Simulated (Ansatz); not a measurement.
# CoSi: the cost of one run

Computed with Ansatz 0.2.0 (DFT PBE, scalar-relativistic, plane waves, PAW, unless a step's input says otherwise).

The COD entry's cell or inner coordinates are ideal or old and differ from later refinements, so a difference from it is no clean test against experiment.

These runs use a low cutoff (300 eV) and a coarse mesh on purpose, to show what cheap settings give: their numbers aren't properties of the material.

### 1 Starting point

The structure is cubic, space group P2_13 (No. 198). Conventional cell: a = 4.439 Å, b = 4.439 Å, c = 4.439 Å, α = 90.00°, β = 90.00°, γ = 90.00°. Co (site symmetry 3) is surrounded by 7 Si at 2.31 to 2.45 Å. Si (site symmetry 3) has 7 Co at 2.31 to 2.45 Å as nearest neighbours.

As a file:

```xyz
8
Lattice="4.4391 0.0000 0.0000 0.0000 4.4391 0.0000 0.0000 0.0000 4.4391" Properties=species:S:1:pos:R:3 pbc="T T T"
Co    0.6352    0.6352    0.6352
Co    1.5843    3.8039    2.8548
Co    2.8548    1.5843    3.8039
Co    3.8039    2.8548    1.5843
Si    3.7420    3.7420    3.7420
Si    2.9166    0.6971    1.5225
Si    1.5225    2.9166    0.6971
Si    0.6971    1.5225    2.9166
```

### 2 The electronic structure

input.yaml

```yaml
crystal:
  lattice:
    - [4.4390905563, 0.0, 0.0]
    - [0.0, 4.4390905563, 0.0]
    - [0.0, 0.0, 4.4390905563]
  atoms:
    - { symbol: Co, position: [0.1430957663, 0.1430957663, 0.1430957663] }
    - { symbol: Co, position: [0.3569042337, 0.8569042337, 0.6430957663] }
    - { symbol: Co, position: [0.6430957663, 0.3569042337, 0.8569042337] }
    - { symbol: Co, position: [0.8569042337, 0.6430957663, 0.3569042337] }
    - { symbol: Si, position: [0.842968379, 0.842968379, 0.842968379] }
    - { symbol: Si, position: [0.657031621, 0.157031621, 0.342968379] }
    - { symbol: Si, position: [0.342968379, 0.657031621, 0.157031621] }
    - { symbol: Si, position: [0.157031621, 0.342968379, 0.657031621] }
basis:
  ecutwfc: 300
  ecutrho_ratio: 4
kpoints:
  mp_grid: { grid: [4, 4, 4] }
  band_path:
    path:
      - [[0.0, 0.0, 0.0], [0.0, 0.5, 0.0], [0.5, 0.5, 0.0], [0.0, 0.0, 0.0], [0.5, 0.5, 0.5], [0.0, 0.5, 0.0]]
      - [[0.5, 0.5, 0.5], [0.5, 0.5, 0.0], [0.5, 0.0, 0.0]]
    npoints: 14
hamiltonian:
  xc: pbe
scf:
  occupations: { method: gaussian, width: 0.05 }
  n_extra_bands: 28
output:
  forces: true
  stress: true
  eigenvalues: true
  populations: true
  dos: { projected: true, de: 0.02, nscf_kmesh: { grid: [6, 6, 6] } }
  bader: true
```

Run with:

```sh
$ ansatz run input.yaml --threads 2 --pin off --max-ram 5120MiB --backend cpu --events-out ev --progress --plain --runs-dir out
```

What time and memory should one allow on 2 threads of Arm Neoverse V1, shared host?

About 90 s, with a peak of 0.46 GiB.
